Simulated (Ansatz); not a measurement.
Working through a comparison of functionals at one structure of Ti₃Be, space group I4/mmm

With Ansatz's Python interface.

Interactive session:
```pycon
>>> from dataclasses import dataclass
>>> import ansatz as az
>>> import pandas as pd
>>> @dataclass(frozen=True)
... class Settings:
...     kgrid: tuple[int, ...] = (8, 8, 8)
...     occupations: str = 'fermi_dirac'
...     sigma: float = 0.15
...
>>> cfg = Settings()
>>> lattice = az.Lattice.of(
...     (-1.925215, 1.925215, 4.012994),
...     (1.925215, -1.925215, 4.012994),
...     (1.925215, 1.925215, -4.012994),
... )
>>> sites = [
...     ('Ti', (0.75, 0.25, 0.5)),
...     ('Ti', (0.25, 0.75, 0.5)),
...     ('Ti', (0.5, 0.5, 0.0)),
...     ('Be', (0.0, 0.0, 0.0)),
... ]
>>> ti3be = az.Crystal(lattice=lattice)
>>> for symbol, position in sites:
...     ti3be = ti3be.atom(symbol, position)
...
>>> [site.symbol for site in ti3be.resolved().sites]
['Ti', 'Ti', 'Ti', 'Be']
>>> base = ti3be.calculation().basis(35 * az.Ry).kpoints(*cfg.kgrid).occupations(cfg.occupations, width=cfg.sigma)
>>> rows = []
>>> for value in ['blyp', 'lda', 'pbesol']:
...     r = base.functional(value).run(threads=1, backend='cpu').report
...     rows.append((value, r['free_energy_ev'] / len(r['lattice']['sites']), r['n_iterations'], r['n_kpoints']))
...
>>> table = pd.DataFrame(rows, columns=['functional', 'F/atom (eV)', 'iterations', 'k-points'])
>>> table.round(5)
  functional  F/atom (eV)  iterations  k-points
0       blyp  -1902.67533           7        59
1        lda  -1859.82293           6        59
2     pbesol  -1878.05659           6        59
```

Notes:
- BLYP can be off by several per cent in the lattices of metals, and by several GPa in the pressure at a fixed cell.
- The mesh is modest for a metal, so energies can be off by several to tens of meV an atom and pressures by half a GPa or more; differences at equal mesh fare better.
- A Fermi-Dirac width this large means warm electrons, whose thermal share enters the free energy.
- The structure comes from a database of computed cells and needn't be a stable or known phase.
- Total energies of different functionals can't be compared; pressures, moments and gaps at this one structure can.
- Wall time of the script: 13 s on 1 thread of Arm Neoverse V2, with other jobs on the host, peak memory 0.49 GiB.
